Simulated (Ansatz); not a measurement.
**H₂ on a TiAl₃(110) slab cut from the I4/mmm phase: a line through a two-coordinate scan**

One line of a two-coordinate grid on H₂ on a TiAl₃(110) slab cut from the I4/mmm phase (8 atoms of substrate and one adsorbate in a 1 × 1 cell): height of the H2 axis above the plane of Al8 is varied, at distance H9-H10 = 1.181 Å.

Computed with Ansatz 0.2.0 (DFT LDA, scalar-relativistic, plane waves, PAW, unless a step's input says otherwise).

8 further runs of the same task are left out: 8 set aside as unsound or not needed.

## Step 1: The starting structure

The structure is monoclinic, space group P2 (No. 3). The conventional cell has a = 5.013 Å, b = 22.068 Å, c = 5.013 Å, α = 90.00°, β = 115.59°, γ = 90.00°. Around Al (site symmetry 2) lie 5 Al at 2.67 to 2.84 Å and 2 Ti at 2.84 Å. Ti (site symmetry 2) is surrounded by 11 Al at 2.67 to 2.88 Å. Around Al (site symmetry 2) lie 3 Ti at 2.66 to 2.67 Å and 8 Al at 2.84 to 2.88 Å. Around Al (site symmetry 2) lie 7 Al at 2.67 to 2.88 Å and 4 Ti at 2.80 to 2.88 Å. Ti (site symmetry 2) has 2 H at 1.59 Å as nearest neighbours. Al (site symmetry 2) has 3 Ti at 2.67 to 2.73 Å and 2 H at 2.79 Å and 4 Al at 2.83 Å as nearest neighbours. Only part of the 9 independent sites is listed.

Coordinates:

```
Al Ti H
1.0
     5.01332    0.00000    0.00000
     2.16500    4.52174    0.00000
     0.00000    0.00000   22.06772
Al Ti H
6 2 2
Direct
  0.50000 0.00000 0.18126
  0.00000 0.50000 0.18126
  0.00000 0.00000 0.24180
  0.00000 0.50000 0.30612
  0.50000 0.00000 0.30612
  0.50000 0.50000 0.36559
  0.50000 0.50000 0.24180
  0.00000 0.00000 0.36244
  0.00000 0.88221 0.42948
  0.00000 0.11779 0.42948
```

This is the geometry of the first run shown, built on a cell relaxed beforehand with the same method.

## Step 2: What is varied

Atoms count from 1 in the order of the input.

H2 lies flat over one site of a rigid substrate while its bond length and height are varied.

The axes are (1) distance H9-H10: 8 values from 0.650 to 2.650 Å; (2) height of the H2 axis above the plane of Al8: 9 values from 0.45 to 3.60 Å.

Nothing else is relaxed. Points are written as (first, second).

## Step 3: Grid point (1.181 Å, 1.41 Å)

The cell repeats along c, and a dipole correction in the vacuum removes the field between the copies.

input.yaml reads:

```yaml
crystal:
  lattice:
    - [5.0133158832, 0.0, 0.0]
    - [2.1650041019, 4.5217356605, 0.0]
    - [0.0, 0.0, 22.0677223531]
  atoms:
    - { symbol: Al, position: [0.5, 0.0, 0.1812602105] }
    - { symbol: Al, position: [0.0, 0.5, 0.1812602105] }
    - { symbol: Ti, position: [0.5, 0.5, 0.2418017965] }
    - { symbol: Al, position: [0.0, 0.0, 0.2418017965] }
    - { symbol: Al, position: [0.0, 0.5, 0.3061179612] }
    - { symbol: Al, position: [0.5, 0.0, 0.3061179612] }
    - { symbol: Ti, position: [0.0, 0.0, 0.3624433202] }
    - { symbol: Al, position: [0.5, 0.5, 0.3655892631] }
    - { symbol: H, position: [0.0, -0.1177863142, 0.4294834873] }
    - { symbol: H, position: [0.0, 0.1177863142, 0.4294834873] }
basis:
  ecutwfc: 420
kpoints:
  mp_grid: { grid: [6, 6, 1] }
hamiltonian:
  xc: lda
  pseudopotentials: { kind: paw, azcp: { folder: soft_1 } }
scf:
  occupations: { method: gaussian, width: 0.1 }
output:
  forces: true
  eigenvalues: true
efield:
  axis: 3
  dipole_correction: true
  ramp_width: 0.04
```

Run with:

```bash
ansatz run input.yaml --threads 1 --pin off --max-ram 3072MiB --backend cpu --events-out ev --progress --plain --runs-dir out
```

What it wrote (excerpt; [...] marks lines left out):

```text
Warning: <dir> the record states the generating functional pbe (its physics header spells it `PBE`), which answers neither for hamiltonian.xc's functional nor for the lda family's — results may be inconsistent (PPs are generated against a specific XC)
[...]
Warning: RAYON_NUM_THREADS=1 ignored (pool sized by the plan → 1); use --threads N
[...]
Pseudopotentials: kind: paw
Pseudopotential: Al, paw, valence charge 3, recommended cutoff 420 eV (normal), <dir>
Pseudopotential: Ti, paw, valence charge 12, recommended cutoff 420 eV (normal), <dir>
Pseudopotential: H, paw, valence charge 1, recommended cutoff 420 eV (normal), <dir>
Functional definition: SPW92
[...]
Crystal: 10 atoms, lattice volume = 500.251 Å³
Basis set: ecut = 420 eV, 9759 PW (Γ)
Bands: 32, of which v1, the nominal top of the filled ones, is band 22 counted from 1 (21 counted from 0)
Symmetry: 2 space group operations
Space group: P2 (ITA 3), of the structure as read, at distance tolerance 7.9e-5 Å
k-points: 20 of 36
[...]
SCF iter   1: F=—  HF=-8010.011939 eV  |F-HF|=—  |Δ(HF+E_count)|=         —  Δρ=3.13e-2  dr2=2.30e1  ethr=3.10e-3  p=-0.000 e·Å  D=-2.91e-7 V/Å  ΔV_dip=0.00 eV  dr2_dipole=2.24e0  V_vac-E_F(+/−)=8.10/8.10 eV  ⟨swp⟩=8.9  Hψ=3648  notcnv=0
[...]
SCF iter  10: F=-8005.926033 eV  HF=-8005.926033 eV  |F-HF|=3.55e-8  |Δ(HF+E_count)|=   1.75e-7  Δρ=2.05e-6  dr2=3.81e-8  ethr=2.27e-10  p=-0.116 e·Å  D=-4.20e-2 V/Å  ΔV_dip=0.93 eV  dr2_dipole=1.65e-9  V_vac-E_F(+/−)=5.33/4.41 eV  ⟨swp⟩=21.4  Hψ=3891  notcnv=0
[...]
SCF converged after 10 iterations
Free energy (F): -8005.926033 eV
[...]
E sigma→0 (E₀):  -8005.905597 eV
Entropy (-TS):   -0.040872 eV (-4.087 meV/atom)
Fermi energy:    -1.197691 eV
Dipole field:    D = -0.042030 V/Å  (p = -0.116195 e·Å, saw-weighted, corrected)
Work function:   Φ+ = 5.3345 eV   Φ− = 4.4070 eV
Levels:          The Fermi level and band energies are counted from a zero that moves with the ramp; work functions are not
[...]
--- Forces (eV/Å), atoms counted from 1 ---
  atom   1  Al     0.00000000     0.00000000     0.56731550
  atom   2  Al     0.00000000     0.00000000     0.56740722
  atom   3  Ti     0.00000000     0.00000000    -0.44909585
  atom   4  Al     0.00000000     0.00000000    -0.77023824
  atom   5  Al     0.00000000     0.00000000    -0.20045023
  atom   6  Al     0.00000000     0.00000000    -0.13880366
  atom   7  Ti     0.00000000     0.00000000    -3.94183619
  atom   8  Al     0.00000000     0.00000000     0.56525731
[...]
--- Band table (eV; the first three rows and the last of 20) ---
[...]
```

Wall time 33 s (1 thread of Arm Neoverse V1, shared host); peak memory 0.59 GiB.

Read from this run: work function 5.33 eV (top face), 4.41 eV (bottom face); dipole along +c -0.116 e·Å per cell.

## Step 4: Grid point (1.181 Å, 2.05 Å)

input.yaml: that of step 3 with these lines changed.

```diff
@@ -14,4 +14,4 @@
     - { symbol: Al, position: [0.5, 0.5, 0.3655892631] }
-    - { symbol: H, position: [0.0, -0.1177863142, 0.4294834873] }
-    - { symbol: H, position: [0.0, 0.1177863142, 0.4294834873] }
+    - { symbol: H, position: [0.0, -0.1177863142, 0.458485121] }
+    - { symbol: H, position: [0.0, 0.1177863142, 0.458485121] }
 basis:
```

Run with:

```bash
ansatz run input.yaml --threads 1 --pin off --max-ram 3072MiB --backend cpu --events-out ev --progress --plain --runs-dir out
```

What it wrote (excerpt; [...] marks lines left out):

```text
Warning: <dir> the record states the generating functional pbe (its physics header spells it `PBE`), which answers neither for hamiltonian.xc's functional nor for the lda family's — results may be inconsistent (PPs are generated against a specific XC)
[...]
Warning: RAYON_NUM_THREADS=1 ignored (pool sized by the plan → 1); use --threads N
[...]
[... 5 set-up lines as earlier in the session ...]
[...]
Crystal: 10 atoms, lattice volume = 500.251 Å³
Basis set: ecut = 420 eV, 9759 PW (Γ)
Bands: 32, of which v1, the nominal top of the filled ones, is band 22 counted from 1 (21 counted from 0)
[... 2 set-up lines as earlier in the session ...]
k-points: 20 of 36
[...]
SCF converged after 10 iterations
Free energy (F): -8006.023434 eV
[...]
E sigma→0 (E₀):  -8006.006648 eV
Entropy (-TS):   -0.033572 eV (-3.357 meV/atom)
Fermi energy:    -0.830903 eV
Dipole field:    D = 0.001365 V/Å  (p = 0.003772 e·Å, saw-weighted, corrected)
Work function:   Φ+ = 4.4093 eV   Φ− = 4.4394 eV
Levels:          The Fermi level and band energies are counted from a zero that moves with the ramp; work functions are not
[...]
--- Forces (eV/Å), atoms counted from 1 ---
  atom   1  Al     0.00000000     0.00000000     0.56070869
  atom   2  Al     0.00000000     0.00000000     0.56148951
  atom   3  Ti     0.00000000     0.00000000    -0.44239776
  atom   4  Al     0.00000000     0.00000000    -0.74924550
  atom   5  Al     0.00000000     0.00000000    -0.03496163
  atom   6  Al     0.00000000     0.00000000    -0.03025774
  atom   7  Ti     0.00000000     0.00000000     1.23926031
  atom   8  Al     0.00000000     0.00000000     0.19741507
[...]
--- Band table (eV; the first three rows and the last of 20) ---
[...]
```

Run time: 32 s. Hardware: 1 thread of Arm Neoverse V1, shared host; peak memory 0.59 GiB.

This gives work function 4.41 eV (top face), 4.44 eV (bottom face).

## Step 5: The run at (1.181 Å, 2.60 Å)

input.yaml: that of step 4 with these lines changed.

```diff
@@ -14,4 +14,4 @@
     - { symbol: Al, position: [0.5, 0.5, 0.3655892631] }
-    - { symbol: H, position: [0.0, -0.1177863142, 0.458485121] }
-    - { symbol: H, position: [0.0, 0.1177863142, 0.458485121] }
+    - { symbol: H, position: [0.0, -0.1177863142, 0.4834083999] }
+    - { symbol: H, position: [0.0, 0.1177863142, 0.4834083999] }
 basis:
```

Run with:

```bash
ansatz run input.yaml --threads 1 --pin off --max-ram 3072MiB --backend cpu --events-out ev --progress --plain --runs-dir out
```

What it wrote (excerpt; [...] marks lines left out):

```text
Warning: <dir> the record states the generating functional pbe (its physics header spells it `PBE`), which answers neither for hamiltonian.xc's functional nor for the lda family's — results may be inconsistent (PPs are generated against a specific XC)
[...]
Warning: RAYON_NUM_THREADS=1 ignored (pool sized by the plan → 1); use --threads N
[...]
[... 5 set-up lines as earlier in the session ...]
[...]
Crystal: 10 atoms, lattice volume = 500.251 Å³
Basis set: ecut = 420 eV, 9759 PW (Γ)
Bands: 32, of which v1, the nominal top of the filled ones, is band 22 counted from 1 (21 counted from 0)
[... 2 set-up lines as earlier in the session ...]
k-points: 20 of 36
[...]
SCF converged after 10 iterations
Free energy (F): -8005.387353 eV
[...]
E sigma→0 (E₀):  -8005.369970 eV
Entropy (-TS):   -0.034765 eV (-3.476 meV/atom)
Fermi energy:    -0.672193 eV
Dipole field:    D = 0.015249 V/Å  (p = 0.042156 e·Å, saw-weighted, corrected)
Work function:   Φ+ = 4.0788 eV   Φ− = 4.4153 eV
Levels:          The Fermi level and band energies are counted from a zero that moves with the ramp; work functions are not
[...]
--- Forces (eV/Å), atoms counted from 1 ---
  atom   1  Al     0.00000000     0.00000000     0.56725733
  atom   2  Al     0.00000000     0.00000000     0.56438579
  atom   3  Ti     0.00000000     0.00000000    -0.47961657
  atom   4  Al     0.00000000     0.00000000    -0.71634983
  atom   5  Al     0.00000000     0.00000000     0.02801887
  atom   6  Al     0.00000000     0.00000000    -0.00393400
  atom   7  Ti     0.00000000     0.00000000     0.85094830
  atom   8  Al     0.00000000     0.00000000     0.04270306
[...]
--- Band table (eV; the first three rows and the last of 20) ---
[...]
```

It took 39 s on 1 thread of Arm Neoverse V1, shared host; peak memory 0.59 GiB.

Read from this run: work function 4.08 eV (top face), 4.42 eV (bottom face); dipole along +c 0.042 e·Å per cell.

## Step 6: Point (1.181 Å, 3.00 Å)

input.yaml: that of step 5 with these lines changed.

```diff
@@ -14,4 +14,4 @@
     - { symbol: Al, position: [0.5, 0.5, 0.3655892631] }
-    - { symbol: H, position: [0.0, -0.1177863142, 0.4834083999] }
-    - { symbol: H, position: [0.0, 0.1177863142, 0.4834083999] }
+    - { symbol: H, position: [0.0, -0.1177863142, 0.501534421] }
+    - { symbol: H, position: [0.0, 0.1177863142, 0.501534421] }
 basis:
```

Run with:

```bash
ansatz run input.yaml --threads 1 --pin off --max-ram 3072MiB --backend cpu --events-out ev --progress --plain --runs-dir out
```

What it wrote (excerpt; [...] marks lines left out):

```text
Warning: <dir> the record states the generating functional pbe (its physics header spells it `PBE`), which answers neither for hamiltonian.xc's functional nor for the lda family's — results may be inconsistent (PPs are generated against a specific XC)
[...]
Warning: RAYON_NUM_THREADS=1 ignored (pool sized by the plan → 1); use --threads N
[...]
[... 5 set-up lines as earlier in the session ...]
[...]
Crystal: 10 atoms, lattice volume = 500.251 Å³
Basis set: ecut = 420 eV, 9759 PW (Γ)
Bands: 32, of which v1, the nominal top of the filled ones, is band 22 counted from 1 (21 counted from 0)
[... 2 set-up lines as earlier in the session ...]
k-points: 20 of 36
[...]
SCF converged after 10 iterations
Free energy (F): -8005.137698 eV
[...]
E sigma→0 (E₀):  -8005.118625 eV
Entropy (-TS):   -0.038147 eV (-3.815 meV/atom)
Fermi energy:    -0.622162 eV
Dipole field:    D = 0.017091 V/Å  (p = 0.047248 e·Å, saw-weighted, corrected)
Work function:   Φ+ = 4.0102 eV   Φ− = 4.3873 eV
Levels:          The Fermi level and band energies are counted from a zero that moves with the ramp; work functions are not
[...]
--- Forces (eV/Å), atoms counted from 1 ---
  atom   1  Al     0.00000000     0.00000000     0.57937558
  atom   2  Al     0.00000000     0.00000000     0.57722783
  atom   3  Ti     0.00000000     0.00000000    -0.50425110
  atom   4  Al     0.00000000     0.00000000    -0.69146411
  atom   5  Al     0.00000000     0.00000000     0.02538160
  atom   6  Al     0.00000000     0.00000000     0.00961344
  atom   7  Ti     0.00000000     0.00000000     0.44238521
  atom   8  Al     0.00000000     0.00000000    -0.00854531
[...]
--- Band table (eV; the first three rows and the last of 20) ---
[...]
```

Wall time 33 s (1 thread of Arm Neoverse V1, shared host); peak memory 0.59 GiB.

Read from this run: work function 4.01 eV (top face), 4.39 eV (bottom face); dipole along +c 0.047 e·Å per cell.

## Step 7: Grid point (1.181 Å, 3.60 Å)

input.yaml: that of step 6 with these lines changed.

```diff
@@ -14,4 +14,4 @@
     - { symbol: Al, position: [0.5, 0.5, 0.3655892631] }
-    - { symbol: H, position: [0.0, -0.1177863142, 0.501534421] }
-    - { symbol: H, position: [0.0, 0.1177863142, 0.501534421] }
+    - { symbol: H, position: [0.0, -0.1177863142, 0.5287234526] }
+    - { symbol: H, position: [0.0, 0.1177863142, 0.5287234526] }
 basis:
```

Run with:

```bash
ansatz run input.yaml --threads 1 --pin off --max-ram 3072MiB --backend cpu --events-out ev --progress --plain --runs-dir out
```

What it wrote (excerpt; [...] marks lines left out):

```text
Warning: <dir> the record states the generating functional pbe (its physics header spells it `PBE`), which answers neither for hamiltonian.xc's functional nor for the lda family's — results may be inconsistent (PPs are generated against a specific XC)
[...]
Warning: RAYON_NUM_THREADS=1 ignored (pool sized by the plan → 1); use --threads N
[...]
[... 5 set-up lines as earlier in the session ...]
[...]
Crystal: 10 atoms, lattice volume = 500.251 Å³
Basis set: ecut = 420 eV, 9759 PW (Γ)
Bands: 32, of which v1, the nominal top of the filled ones, is band 22 counted from 1 (21 counted from 0)
[... 2 set-up lines as earlier in the session ...]
k-points: 20 of 36
[...]
SCF converged after 10 iterations
Free energy (F): -8004.979791 eV
[...]
E sigma→0 (E₀):  -8004.960487 eV
Entropy (-TS):   -0.038608 eV (-3.861 meV/atom)
Fermi energy:    -0.641490 eV
Dipole field:    D = 0.012019 V/Å  (p = 0.033228 e·Å, saw-weighted, corrected)
Work function:   Φ+ = 4.1033 eV   Φ− = 4.3686 eV
Levels:          The Fermi level and band energies are counted from a zero that moves with the ramp; work functions are not
[...]
--- Forces (eV/Å), atoms counted from 1 ---
  atom   1  Al     0.00000000     0.00000000     0.58761686
  atom   2  Al     0.00000000     0.00000000     0.58680834
  atom   3  Ti     0.00000000     0.00000000    -0.52104683
  atom   4  Al     0.00000000     0.00000000    -0.66772035
  atom   5  Al     0.00000000     0.00000000     0.01808465
  atom   6  Al     0.00000000     0.00000000     0.01397868
  atom   7  Ti     0.00000000     0.00000000     0.15816476
  atom   8  Al     0.00000000     0.00000000    -0.02564927
[...]
--- Band table (eV; the first three rows and the last of 20) ---
[...]
```

Wall time 36 s (1 thread of Arm Neoverse V1, shared host); peak memory 0.59 GiB.

This gives work function 4.10 eV (top face), 4.37 eV (bottom face); dipole along +c 0.033 e·Å per cell.

## Step 8: What came out

```
height of the H2 axis above the plane of Al8 (Å)  step  energy (eV)  slope (eV per Å)
                                            1.41     3         0.41             −3.80
                                            1.73     –         0.00              0.37
                                            2.05     4         0.31              1.30
                                            2.60     5         0.95              0.85
                                            3.00     6         1.20              0.43
                                            3.60     7         1.36              0.15
```

Energies count from the lowest point of the line. Rows without a step come from runs not printed here or follow by symmetry. Slopes come from the forces (and the stress, where the cell changes), not from differences of energies.

The lowest point of the line is at 1.73 Å. The highest point computed, at 3.60 Å, lies 1.36 eV above the lowest. This is one cut through a surface in two coordinates; the map's lowest point lies off it. The runs have no spin polarisation; an open-shell atom or a torn bond's fragment regains its moment more than about 2.3 Å from its partners, so points where that holds lie too high, by up to some tenths of an eV; an intact closed-shell molecule is not affected.
